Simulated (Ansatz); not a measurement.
# CH6BClOSn: the cost of one run

The runs use Ansatz 0.2.0, Gaussian basis; functionals in def2-TZVPP, the program's frozen cores in correlated methods.

Plan: PBE-D4, r2SCAN-D4, PBE0-D4, B3LYP-D4, ωB97X-V, ωB97M-V, B2PLYP; CCSD(T)/def2-TZVPP; MP2/def2-QZVPP; extrapolation to the limit.

**1. Structure used throughout**

All runs share one geometry, relaxed beforehand with PBE0-D4 in a triple-zeta def2 set. Sn takes the def2 core potential; no spin-orbit term is included.

11 atoms, charge 0, spin multiplicity 1.

Atoms are counted from 1 here; the program's logs count them from 0.

Bond lengths: B1–Sn2 2.274 Å, B1–Cl5 1.908 Å, B1–H6 1.192 Å, B1–H7 1.192 Å, Sn2–C3 2.147 Å, Sn2–O4 1.964 Å, Sn2–Cl5 2.737 Å, C3–H8 1.090 Å, C3–H9 1.091 Å, C3–H10 1.091 Å, O4–H11 0.961 Å. Angles: Sn2–B1–Cl5 81.2°, Sn2–B1–H6 109.5°, Sn2–B1–H7 111.2°, Cl5–B1–H6 112.5°, Cl5–B1–H7 112.4°, H6–B1–H7 122.5°, B1–Sn2–C3 132.3°, B1–Sn2–O4 117.8°, B1–Sn2–Cl5 43.6°, C3–Sn2–O4 102.1°, C3–Sn2–Cl5 102.0°, O4–Sn2–Cl5 107.5°, Sn2–C3–H8 110.3°, Sn2–C3–H9 109.2°, Sn2–C3–H10 109.3°, H8–C3–H9 109.4°, H8–C3–H10 109.5°, H9–C3–H10 109.2° and more.

**2. PBE-D4 (GGA)**

in.yaml

```yaml
crystal:
  periodic: [false, false, false]
  atoms:
    - {symbol: B, position_ang: [1.187817, 1.631055, 1.116124]}
    - {symbol: Sn, position_ang: [0.043263, -0.240413, 0.518048]}
    - {symbol: C, position_ang: [-1.558025, -0.572757, -0.873044]}
    - {symbol: O, position_ang: [1.042800, -1.927481, 0.405364]}
    - {symbol: Cl, position_ang: [1.519223, 1.675671, -0.762580]}
    - {symbol: H, position_ang: [2.153683, 1.322690, 1.742218]}
    - {symbol: H, position_ang: [0.446019, 2.495580, 1.467421]}
    - {symbol: H, position_ang: [-2.081957, 0.360913, -1.075527]}
    - {symbol: H, position_ang: [-2.256396, -1.296649, -0.449464]}
    - {symbol: H, position_ang: [-1.149763, -0.970691, -1.803239]}
    - {symbol: H, position_ang: [0.718635, -2.534918, -0.264620]}
basis:
  gaussian: {orbitals: def2-TZVPP}
hamiltonian: {xc: pbe, dispersion: d4}
output: {forces: true, orbitals: {seedname: orbitals}}
```

Launch:

```console
ansatz run in.yaml --threads 4 --pin off --events-out ev --progress --plain --max-ram 10444MiB
```

What time and memory should one allow on 4 threads of Arm Neoverse V1, shared host?

About 3.4 s, with a peak of 0.38 GiB.
